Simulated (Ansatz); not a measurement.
FGeH₅Si, SMILES [F][GeH2][SiH3], a rigid torsion scan

Program: Ansatz's Python interface.

At the Python prompt:
```pycon
>>> import ansatz as az
>>> from ase import Atoms
>>> atoms = Atoms(['F', 'Ge', 'Si', 'H', 'H', 'H', 'H', 'H'], positions=[
...     (-2.0185, 1.1118, -0.1787),
...     (-0.5232, 0.6056, -0.8143),
...     (0.5263, -0.6462, 0.7883),
...     (-0.6744, -0.2513, -2.079),
...     (0.3563, 1.8277, -1.1987),
...     (0.7757, 0.1938, 1.998),
...     (1.8817, -1.1046, 0.2843),
...     (-0.2316, -1.7938, 1.1445),
... ])
>>> # relax first, so that the scan starts from a minimum
>>> first = (
...     az.Crystal.molecule_from_ase(atoms).calculation()
...     .basis(gaussian='def2-SVP')  # the orbital basis, by name
...     .functional('r2scan')
...     .relax(force_tolerance=0.02, max_steps=80)
... )
>>> atoms.positions = first.run().report['positions_ang']
>>> start = atoms.get_dihedral(0, 1, 2, 5)
>>> energies = {}
>>> for turn in range(0, 121, 15):
...     turned = atoms.copy()
...     turned.set_dihedral(0, 1, 2, 5, start + turn, indices=[2, 5, 6, 7])
...     calculation = (
...         az.Crystal.molecule_from_ase(turned).calculation()
...         .basis(gaussian='def2-SVP')
...         .functional('r2scan')
...     )
...     energies[round((start + turn) % 360)] = calculation.run().report['free_energy_ev']
...
>>> floor = min(energies.values())
>>> print('dihedral F0-Ge1-Si2-H5 (deg)   E - E(min) (kcal/mol)')
dihedral F0-Ge1-Si2-H5 (deg)   E - E(min) (kcal/mol)
>>> for angle, e in sorted(energies.items()):
...     print(f'{angle:8d} {23.060548 * (e - floor):14.3f}  ' + '#' * int(30 * (e - floor) / max(max(energies.values()) - floor, 1e-9)))
...
      14          0.757  #########################
      29          0.454  ###############
      44          0.148  #####
      59          0.014
     299          0.000
     314          0.122  ####
     329          0.427  ##############
     344          0.739  #########################
     359          0.876  ##############################
```

The scan is rigid and the energies are electronic, in a modest basis. With rigid groups the curve can differ much from the relaxed path, the start wasn't checked as a minimum of this torsion, and equivalent turns needn't return to the same energy. Hardware and time: 26 s on 1 thread of AMD EPYC 9R45 96-Core Processor (Zen 5), on a shared host, peak memory 0.22 GiB.
